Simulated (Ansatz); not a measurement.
# Cs3Li4Cd: from a guess to a relaxed structure

Where does this trial cell of Cs3Li4Cd go when cell and atoms are let free?

Computed with Ansatz 0.2.0 (DFT PBE, scalar-relativistic, plane waves, PAW, unless a step's input says otherwise).

## 1. The starting structure

The structure is cubic, space group Pm-3m (No. 221). The conventional cell has a = 6.174 Å, b = 6.174 Å, c = 6.174 Å, α = 90.00°, β = 90.00°, γ = 90.00°. Cs (site symmetry 4/mmm) has 6 Li at 3.09 Å as nearest neighbours. Li (site symmetry m-3m) is surrounded by 6 Cs at 3.09 Å. Li (site symmetry 4/mmm) is surrounded by 4 Cs at 3.09 Å and 2 Cd at 3.09 Å. Cd (site symmetry m-3m) has 6 Li at 3.09 Å as nearest neighbours.

As a file:

```xyz
8
Lattice="6.1738 0.0000 0.0000 0.0000 6.1738 0.0000 0.0000 0.0000 6.1738" Properties=species:S:1:pos:R:3 pbc="T T T"
Cs    0.0000    0.0000    3.0869
Cs    0.0000    3.0869    0.0000
Cs    3.0869    0.0000    0.0000
Li    0.0000    0.0000    0.0000
Li    3.0869    3.0869    0.0000
Li    3.0869    0.0000    3.0869
Li    0.0000    3.0869    3.0869
Cd    3.0869    3.0869    3.0869
```

The cell is invented: species swapped into a database cell of KNa3H4 (Pm-3m, No. 221), with Cd on the K sites, Cs on the Na sites and Li on the H sites. The dimensions are guesses.

## 2. A first look at the guess

The input, input.yaml:

```yaml
crystal:
  lattice:
    - [6.17383092, 0.0, 0.0]
    - [0.0, 6.17383092, 0.0]
    - [0.0, 0.0, 6.17383092]
  atoms:
    - { symbol: Cs, position: [0.0, 0.0, 0.5] }
    - { symbol: Cs, position: [0.0, 0.5, 0.0] }
    - { symbol: Cs, position: [0.5, 0.0, 0.0] }
    - { symbol: Li, position: [0.0, 0.0, 0.0] }
    - { symbol: Li, position: [0.5, 0.5, 0.0] }
    - { symbol: Li, position: [0.5, 0.0, 0.5] }
    - { symbol: Li, position: [0.0, 0.5, 0.5] }
    - { symbol: Cd, position: [0.5, 0.5, 0.5] }
basis:
  ecutwfc: 420
kpoints:
  mp_grid: { grid: [4, 4, 4] }
hamiltonian:
  xc: pbe
scf:
  occupations: { method: gaussian, width: 0.1 }
  lower_state_search: "off"
output:
  forces: true
  stress: true
  eigenvalues: true
```

The run is started by

```
$ ansatz run input.yaml --threads 1 --pin off --max-ram 2048MiB --backend cpu --events-out ev --progress --plain --runs-dir out
```

The session goes on with these runs: rough relaxation on the coarse mesh; final relaxation.

What does the calculation give? Wanted: conventional cell; volume; energy over the elements; gap on the mesh.

**Answer**, as computed:

```
                              quantity                                                                      value
symmetry at the end (tolerance 0.05 Å)                                                space group Pm-3m (No. 221)
                     conventional cell  a = 7.592 Å, b = 7.592 Å, c = 7.592 Å, α = 90.00°, β = 90.00°, γ = 90.00°
                                volume                                                              54.71 Å³/atom
              energy over the elements                                                              +0.42 eV/atom
                       gap on the mesh                                                               none (metal)
```

The space group Pm-3m (No. 221) is kept, and the volume per atom grows by 86.0 % from the first guess. With a positive formation energy it can't be a ground state. No finished test with a distortion of lower symmetry is shown, so the end may be a saddle point.
